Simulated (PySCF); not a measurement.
# C4H3N3: the cost of one run

Computed with PySCF 2.14.0 and routines of our own; the level stands in each step. Atoms count from 0.

## Step 1: The starting structure

10 atoms, charge 0, multiplicity 1; geometry from: GFN2-xTB.

## Step 2: Magnetic properties: GIAO KT3/pcSseg-1

What the job is given:

```
{"job": {"kind": "mag", "xc": "KT3", "basis": "pcSseg-1", "isotopologues": 2}, "charge": 0, "multiplicity": 1}
C      2.529219     0.331890     0.103200
C      1.341465     0.160701     0.051123
C     -0.040606    -0.046170    -0.010920
C     -0.808526    -1.182789    -0.219874
N     -2.101224    -0.823851    -0.182236
N     -2.194364     0.431450     0.030667
N     -0.971381     0.935781     0.139539
H      3.567388     0.472671     0.146676
H     -0.499010    -2.192546    -0.388231
H     -0.814077     1.917517     0.307529
```

Method: GIAO KT3/pcSseg-1 magnetisability, rotational g tensor and spin-rotation constants, non-relativistic, gas phase.

Started as:

```console
OMP_NUM_THREADS=1 python excited_run.py task.json out
```

One launch serves the whole session: the jobs run in the order shown.

**Question.** How long does this first job take on 1 thread of Arm Neoverse V1, shared host, and how much memory does it need?

About 22 s, with a peak of 0.54 GiB.
